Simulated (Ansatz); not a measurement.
# CdIn: a line through an energy map

Aim: follow the energy of CdIn (P-6m2, No. 187; 2 atoms in the cell) along one coordinate, c/a of the conventional cell, with the other held at volume per atom = 20.84 Å³.

Computed with Ansatz 0.2.0 (DFT PBEsol, scalar-relativistic, plane waves, PAW, unless a step's input says otherwise).

1 further run of the same task is left out (set aside as unsound or not needed).

## Step 1: The system as given

It takes space group P-6m2 (No. 187, hexagonal). The conventional cell has a = 3.217 Å, b = 3.217 Å, c = 5.283 Å, α = 90.00°, β = 90.00°, γ = 120.00°. Cd (site symmetry -6m2) is surrounded by 6 Cd at 3.22 Å and 6 In at 3.23 Å. In (site symmetry -6m2) has 6 In at 3.22 Å and 6 Cd at 3.23 Å as nearest neighbours.

As a file:

```cif
data_structure
_symmetry_space_group_name_H-M 'P-6m2'
_symmetry_Int_Tables_number 187
_cell_length_a 3.2173
_cell_length_b 3.2173
_cell_length_c 5.2826
_cell_angle_alpha 90.000
_cell_angle_beta 90.000
_cell_angle_gamma 120.000
_cell_volume 47.35
loop_
_atom_site_label
_atom_site_type_symbol
_atom_site_symmetry_multiplicity
_atom_site_Wyckoff_symbol
_atom_site_fract_x
_atom_site_fract_y
_atom_site_fract_z
_atom_site_occupancy
Cd1 Cd 1 b 0.00000 0.00000 0.50000 1
In1 In 1 e 0.66667 0.33333 0.00000 1
```

It goes back to an entry of the Materials Project, which need not be the stable form.

This cell was relaxed beforehand with the same method: volume 23.68 Å³/atom, gap on the mesh none (metal).

## Step 2: Plan of the line

The energy is mapped over volume and the cell's shape.

The axes are (1) volume per atom: 5 values from 20.84 to 26.52 Å³; (2) c/a of the conventional cell: 5 values from 1.369 to 1.970.

Nothing else is relaxed (symmetry fixes all fractional coordinates). Energies count from the relaxed crystal. Points are written as (first, second).

## Step 3: Point (20.84 Å³, 1.369)

input.yaml reads:

```yaml
crystal:
  lattice:
    - [3.2759340378, 0.0, 0.0]
    - [-1.6379670189, 2.8370420979, 0.0]
    - [0.0, 0.0, 4.4837709176]
  atoms:
    - { symbol: Cd, position: [0.0, 0.0, 0.5] }
    - { symbol: In, position: [0.6666666667, 0.3333333333, 0.0] }
basis:
  ecutwfc: 420
kpoints:
  mp_grid: { grid: [18, 18, 10] }
hamiltonian:
  xc: pbesol
scf:
  occupations: { method: gaussian, width: 0.15 }
output:
  forces: true
  stress: true
  eigenvalues: true
```

Command:

```sh
ansatz run input.yaml --threads 1 --pin off --max-ram 2048MiB --backend cpu --events-out ev --progress --plain --runs-dir out
```

The session goes on with these runs: the other points of the line.

Before running it: what results should come out? Wanted: for each run, c/a of the conventional cell; energy; slope; pressure.

The runs gave:

| c/a of the conventional cell | step | energy (meV/atom) | slope (meV/atom per unit) | pressure (GPa) |
| --- | --- | --- | --- | --- |
| 1.369 | 3 | 99 | −196 | 9.66 |
| 1.499 | 4 | 79 | −184 | 8.90 |
| 1.642 | 5 | 65 | −18 | 8.38 |
| 1.798 | 6 | 72 | 168 | 8.73 |
| 1.970 | 7 | 116 | 374 | 10.23 |

Energies count from the relaxed crystal. Slopes come from the forces (and the stress, where the cell changes), not from differences of energies.

In words: The lowest point of the line is at 1.642, 65 meV/atom from the zero. A fit to energies and slopes at the lowest point and its two neighbours puts the minimum at 1.6689, with a curvature of about 570 meV/atom per (unit)². The highest point computed, at 1.970, lies 51 meV/atom above the lowest. This is one cut through a surface in two coordinates; the map's lowest point lies off it.
